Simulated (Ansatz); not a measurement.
# ScN3H6: up Jacob's ladder to CCSD(T)

The task here is to estimate one member of a computed series from the others.

Program: Ansatz 0.2.0, Gaussian basis. Level of theory: functionals in def2-TZVPP, the program's frozen cores in correlated methods. These are calculated values, not measurements.

The runs, in order: LDA (SPW92), PBE-D4, revPBE-D4, BLYP-D4, r2SCAN-D4, B97M-V, PBE0-D4, B3LYP-D4, r2SCANh-D4, r2SCAN0-D4, HSE06-D4, BHLYP-D4, CAM-B3LYP-D4, LC-ωPBE, ωB97X-V, ωB97M-V, B2PLYP, PBE-QIDH; CCSD(T)/def2-SVP; CCSD(T)/def2-TZVPP; MP2/def2-QZVPP; extrapolation to the limit; RPA on PBE.

## The geometry

An earlier PBE0-D4 in a triple-zeta def2 set relaxation fixed the geometry.

SMILES `[NH2][Sc]([NH2])[NH2]`, 10 atoms, charge 0, spin multiplicity 1.

Atoms are counted from 1 here; the program's logs count them from 0.

Bond lengths: N1–Sc2 1.994 Å, N1–H5 1.013 Å, N1–H6 1.013 Å, Sc2–N3 1.994 Å, Sc2–N4 1.995 Å, N3–H7 1.013 Å, N3–H8 1.013 Å, N4–H9 1.013 Å, N4–H10 1.013 Å. Angles: Sc2–N1–H5 126.6°, Sc2–N1–H6 126.5°, H5–N1–H6 106.9°, N1–Sc2–N3 120.0°, N1–Sc2–N4 120.0°, N3–Sc2–N4 120.0°, Sc2–N3–H7 126.6°, Sc2–N3–H8 126.5°, H7–N3–H8 106.8°, Sc2–N4–H9 126.5°, Sc2–N4–H10 126.6°, H9–N4–H10 106.9°.

Set-up of the first run:

The input, in.yaml:

```yaml
crystal:
  periodic: [false, false, false]
  atoms:
    - {symbol: N, position_ang: [-1.535527, 0.584686, -1.129654]}
    - {symbol: Sc, position_ang: [0.003139, -0.000701, -0.003688]}
    - {symbol: N, position_ang: [0.294252, -1.940687, 0.356089]}
    - {symbol: N, position_ang: [1.244142, 1.355376, 0.770321]}
    - {symbol: H, position_ang: [-2.225807, -0.013261, -1.566909]}
    - {symbol: H, position_ang: [-1.778094, 1.537863, -1.370305]}
    - {symbol: H, position_ang: [1.035099, -2.347057, 0.914017]}
    - {symbol: H, position_ang: [-0.273668, -2.708096, 0.018660]}
    - {symbol: H, position_ang: [1.186708, 2.359795, 0.655840]}
    - {symbol: H, position_ang: [2.049756, 1.172092, 1.355641]}
basis:
  gaussian: {orbitals: def2-TZVPP}
hamiltonian: {xc: lda}
output: {orbitals: {seedname: orbitals}}
```

The run is started by

```bash
> ansatz run in.yaml --threads 4 --pin off --events-out ev --progress --plain --max-ram 10444MiB
```

Steps of the session up to this table: LDA; PBE-D4 (GGA); revPBE-D4 (GGA); BLYP-D4 (GGA); r2SCAN-D4 (meta-GGA); B97M-V (meta-GGA); PBE0-D4 (hybrid); B3LYP-D4 (hybrid); r2SCANh-D4 (hybrid); r2SCAN0-D4 (hybrid); HSE06-D4 (hybrid); BHLYP-D4 (hybrid); CAM-B3LYP-D4 (range-separated); LC-ωPBE (range-separated); ωB97X-V (range-separated); ωB97M-V (range-separated); B2PLYP (double hybrid); PBE-QIDH (double hybrid).

One of the session's tables, all rows but one given; the rest of the session is left out.

It belongs to the step «Frontier levels by functional». 

```
  functional  HOMO (eV)  gap (eV)
 LDA (SPW92)      -5.50      3.38
      PBE-D4      -5.31      3.43
   revPBE-D4      -5.23      3.50
     BLYP-D4      -5.21      3.31
   r2SCAN-D4      -5.56      4.01
      B97M-V      -5.62      3.81
     PBE0-D4      -6.64      5.60
    B3LYP-D4      -6.43      5.04
  r2SCANh-D4      -6.06      4.82
  r2SCAN0-D4      -6.83      6.01
    HSE06-D4      -6.23      4.83
    BHLYP-D4      -7.93      7.50
CAM-B3LYP-D4      -8.10      7.81
     LC-ωPBE      -9.49     10.39
     ωB97X-V          ?         ?
     ωB97M-V      -9.05      9.39
```

Estimate the missing values for ωB97X-V.

**Answer.** HOMO (eV): -9.13; gap (eV): 9.83. In the column «HOMO (eV)» it lies between LC-ωPBE (-9.49) and ωB97M-V (-9.05).
